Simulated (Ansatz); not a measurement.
# InSI: the cost of one run

Method: DFT PBE, scalar-relativistic, plane waves, PAW, in Ansatz 0.2.0.

### 1 The system as given

It takes space group P-6m2 (No. 187, hexagonal). Conventional cell: a = 4.761 Å, b = 4.761 Å, c = 5.254 Å, α = 90.00°, β = 90.00°, γ = 120.00°. In (site symmetry -6m2) is surrounded by 3 I at 2.75 Å and 6 S at 3.80 Å. S (site symmetry -6m2) has 6 In at 3.80 Å and 6 I at 3.80 Å as nearest neighbours. I (site symmetry -6m2) has 3 In at 2.75 Å as nearest neighbours.

Coordinates:

```cif
data_structure
_symmetry_space_group_name_H-M 'P 1'
_symmetry_Int_Tables_number 1
_cell_length_a 4.7612
_cell_length_b 4.7612
_cell_length_c 5.2545
_cell_angle_alpha 90.000
_cell_angle_beta 90.000
_cell_angle_gamma 120.000
_cell_volume 103.16
loop_
_atom_site_label
_atom_site_type_symbol
_atom_site_fract_x
_atom_site_fract_y
_atom_site_fract_z
_atom_site_occupancy
In1 In 0.66667 0.33333 0.50000 1
S1 S 0.00000 0.00000 0.00000 1
I1 I 0.33333 0.66667 0.50000 1
```

Recipe of the guess: species swapped into a database cell of SrGaGe (P-6m2, No. 187), with S on the Sr sites, I on the Ga sites and In on the Ge sites. Lengths come from tabulated atomic sizes and are only a guess.

### 2 Probe: one point on a coarse mesh

The input, input.yaml:

```yaml
crystal:
  lattice:
    - [4.76123123, 0.0, 0.0]
    - [-2.38061562, 4.1233472, 0.0]
    - [0.0, 0.0, 5.25446439]
  atoms:
    - { symbol: In, position: [0.66666667, 0.33333333, 0.5] }
    - { symbol: S, position: [0.0, 0.0, 0.0] }
    - { symbol: I, position: [0.33333333, 0.66666667, 0.5] }
basis:
  ecutwfc: 420
kpoints:
  mp_grid: { grid: [6, 6, 4] }
hamiltonian:
  xc: pbe
scf:
  occupations: { method: gaussian, width: 0.1 }
  lower_state_search: "off"
output:
  forces: true
  stress: true
  eigenvalues: true
```

Launch:

```
$ ansatz run input.yaml --threads 1 --pin off --max-ram 2048MiB --backend cpu --events-out ev --progress --plain --runs-dir out
```

**Question.** How long does this run take on 1 thread of Arm Neoverse N1, shared host, and how much memory does it need?

About 7.8 s, with a peak of 0.33 GiB.
